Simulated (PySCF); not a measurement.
**VS(OH)3 (H3O3SV): fields and orbitals**

Aim: take VS(OH)3 (H3O3SV) and measure its response to a uniform field and analyse its density (charges, bond critical points, surface potential).

The runs use PySCF 2.14.0; levels as typed in each script, gas phase, geometry from GFN2-xTB.

## Step 1: Where the work starts

8 atoms, charge 0, spin multiplicity 1.

Bond lengths: V1–S2 2.064 Å, V1–O3 1.624 Å, V1–O5 1.622 Å, V1–O7 1.624 Å, O3–H4 0.957 Å, O5–H6 0.957 Å, O7–H8 0.958 Å. Angles: S2–V1–O3 102.3°, S2–V1–O5 102.4°, S2–V1–O7 102.3°, O3–V1–O5 115.7°, O3–V1–O7 115.4°, O5–V1–O7 115.6°, V1–O3–H4 168.6°, V1–O5–H6 168.6°, V1–O7–H8 167.2°.

Coordinates:

```xyz
8
H3O3SV
V    -0.35824   -0.00067    0.00022
S     1.70530   -0.00098    0.00333
O    -0.70532    1.21497    1.01888
H    -0.72163    1.95048    1.63149
O    -0.70667   -1.49141    0.53749
H    -0.72380   -2.39304    0.85890
O    -0.70154    0.27953   -1.56190
H    -0.69147    0.44887   -2.50466
```

## Step 2: Response to an electric field (B3LYP/def2-svpd)

input.py

```python
import numpy as np
from pyscf import gto, scf, dft
from pyscf.scf import atom_ks, atom_hf
from scipy.linalg import block_diag

def solve(mol, dm0=None, hcore=None):
    mf = (dft.UKS if mol.spin else dft.RKS)(mol, xc='b3lyp')
    mf.grids.level = 3
    mf = mf.density_fit(auxbasis='def2-universal-jkfit')
    mf.conv_tol, mf.max_cycle = 1e-8, 80
    if hcore is not None:
        mf.get_hcore = lambda *args: hcore
    mf.kernel(dm0)
    if not mf.converged:
        mf = mf.newton().run(mf.mo_coeff, mf.mo_occ, max_cycle=30)
    assert mf.converged, 'SCF not converged'
    return mf

mol = gto.M(atom='''
V     -0.35824    -0.00067     0.00022
S      1.70530    -0.00098     0.00333
O     -0.70532     1.21497     1.01888
H     -0.72163     1.95048     1.63149
O     -0.70667    -1.49141     0.53749
H     -0.72380    -2.39304     0.85890
O     -0.70154     0.27953    -1.56190
H     -0.69147     0.44887    -2.50466
''', basis='def2-svpd', charge=0, spin=0, verbose=4)
field = np.array([0.0, 0.0, 0.002])  # atomic units
mol.set_common_orig(mol.atom_charges() @ mol.atom_coords() / mol.atom_charges().sum())
mf = solve(mol)
out = dict(dm0=mf.make_rdm1(), d0=mf.dip_moment(unit='AU'), e0=mf.e_tot)
for name, sign in (('p', 1), ('m', -1)):
    h = mf.get_hcore() + sign * np.einsum('x,xij->ij', field, mol.intor('int1e_r'))
    mi = solve(mol, mf.make_rdm1(), h)
    out.update({'dm' + name: mi.make_rdm1(), 'd' + name: mi.dip_moment(unit='AU'), 'e' + name: mi.e_tot})
# spherically averaged free atoms, for the promolecule
atm = atom_ks.get_atm_nrks(mol, xc='b3lyp')
pro = block_diag(*[(atm[a[0]][2] * atm[a[0]][3]) @ atm[a[0]][2].T for a in mol._atom])
np.savez('result.npz', pro=pro, **out)
```

Launch:

```sh
$ OMP_NUM_THREADS=1 python input.py
```

## Step 4: Density, bond paths and surface potential (PBE/def2-svp)

input.py

```python
import numpy as np
from pyscf import gto, scf, dft
from pyscf.scf import atom_ks, atom_hf
from scipy.linalg import block_diag

def solve(mol, dm0=None, hcore=None):
    mf = (dft.UKS if mol.spin else dft.RKS)(mol, xc='pbe')
    mf.grids.level = 3
    mf = mf.density_fit(auxbasis='def2-universal-jkfit')
    mf.conv_tol, mf.max_cycle = 1e-8, 80
    if hcore is not None:
        mf.get_hcore = lambda *args: hcore
    mf.kernel(dm0)
    if not mf.converged:
        mf = mf.newton().run(mf.mo_coeff, mf.mo_occ, max_cycle=30)
    assert mf.converged, 'SCF not converged'
    return mf

mol = gto.M(atom='''
V     -0.35824    -0.00067     0.00022
S      1.70530    -0.00098     0.00333
O     -0.70532     1.21497     1.01888
H     -0.72163     1.95048     1.63149
O     -0.70667    -1.49141     0.53749
H     -0.72380    -2.39304     0.85890
O     -0.70154     0.27953    -1.56190
H     -0.69147     0.44887    -2.50466
''', basis='def2-svp', charge=0, spin=0, verbose=4)
mf = solve(mol)
mf.analyze()
# spherically averaged free atoms, for the promolecule
atm = atom_ks.get_atm_nrks(mol, xc='pbe')
pro = block_diag(*[(atm[a[0]][2] * atm[a[0]][3]) @ atm[a[0]][2].T for a in mol._atom])
np.savez('result.npz', e=mf.e_tot, c=mf.mo_coeff, occ=mf.mo_occ, eps=mf.mo_energy, pro=pro, dip=mf.dip_moment(verbose=0), s2=mf.spin_square()[0])
```

(Steps that only read results are left out.)

**Question.** What will these runs give? Wanted: polarisability along the field; dipole moment; HOMO, LUMO.

The runs gave:

| quantity | value |
| --- | --- |
| polarisability along the field (B3LYP/def2-svpd) | 63.6 bohr³ |
| dipole moment (PBE/def2-svp) | 3.31 D |
| HOMO, LUMO (PBE/def2-svp) | -4.87, -2.23 eV |

In words: At PBE/def2-svp: The highest Hirshfeld charge is on V1 (+0.45 e), the lowest on S2 (−0.28 e). All values hold at the given geometry, in the gas phase.
